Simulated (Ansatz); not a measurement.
# Na16N: the cost of one run

Method: DFT PBEsol, plane waves, PAW, scalar-relativistic, no spin polarisation, in Ansatz 0.2.0.

### 1 The starting structure

The cell holds 17 atoms (NNa16): a = 8.460 Å, b = 8.460 Å, c = 8.460 Å, α = 90.00°, β = 90.00°, γ = 90.00°.

As a file:

```
CELL_PARAMETERS angstrom
8.46000 0.00000 0.00000
0.00000 8.46000 0.00000
0.00000 0.00000 8.46000
ATOMIC_POSITIONS crystal
Na 0.00000 0.00000 0.00000
Na 0.50000 0.00000 0.00000
Na 0.00000 0.50000 0.00000
Na 0.00000 0.00000 0.50000
Na 0.25000 0.25000 0.25000
Na 0.50000 0.50000 0.00000
Na 0.50000 0.00000 0.50000
Na 0.75000 0.25000 0.25000
Na 0.00000 0.50000 0.50000
Na 0.25000 0.75000 0.25000
Na 0.25000 0.25000 0.75000
Na 0.50000 0.50000 0.50000
Na 0.75000 0.75000 0.25000
Na 0.75000 0.25000 0.75000
Na 0.25000 0.75000 0.75000
Na 0.75000 0.75000 0.75000
N 0.12424 0.25180 0.99813
```

### 2 Preparing the start

File input.yaml:

```yaml
accuracy: low
crystal:
  lattice:
    - [8.46, 0.0, 0.0]
    - [0.0, 8.46, 0.0]
    - [0.0, 0.0, 8.46]
  atoms:
    - { symbol: Na, position: [0.0, 0.0, 0.0] }
    - { symbol: Na, position: [0.5, 0.0, 0.0] }
    - { symbol: Na, position: [0.0, 0.5, 0.0] }
    - { symbol: Na, position: [0.0, 0.0, 0.5] }
    - { symbol: Na, position: [0.25, 0.25, 0.25] }
    - { symbol: Na, position: [0.5, 0.5, 0.0] }
    - { symbol: Na, position: [0.5, 0.0, 0.5] }
    - { symbol: Na, position: [0.75, 0.25, 0.25] }
    - { symbol: Na, position: [0.0, 0.5, 0.5] }
    - { symbol: Na, position: [0.25, 0.75, 0.25] }
    - { symbol: Na, position: [0.25, 0.25, 0.75] }
    - { symbol: Na, position: [0.5, 0.5, 0.5] }
    - { symbol: Na, position: [0.75, 0.75, 0.25] }
    - { symbol: Na, position: [0.75, 0.25, 0.75] }
    - { symbol: Na, position: [0.25, 0.75, 0.75] }
    - { symbol: Na, position: [0.75, 0.75, 0.75] }
    - { symbol: "N", position: [0.124237, 0.2518023, -0.0018655] }
basis:
  ecutwfc: 420.0
kpoints:
  mp_grid: { grid: [2, 2, 2] }
hamiltonian:
  xc: pbesol
scf:
  occupations: { method: fermi_dirac, width: 0.15 }
  lower_state_search: "off"
relax:
  f_tol: 0.08
  max_steps: 25
  adjacent_minimum: "off"
```

Command:

```
$ ansatz run input.yaml --threads 2 --pin off --max-ram 5120MiB --backend cpu --events-out ev --progress --plain --runs-dir out
```

Q: Estimate wall time and peak memory on 2 threads of Intel Xeon Platinum 8488C (Sapphire Rapids), shared host.

About 74 s, with a peak of 1.1 GiB.
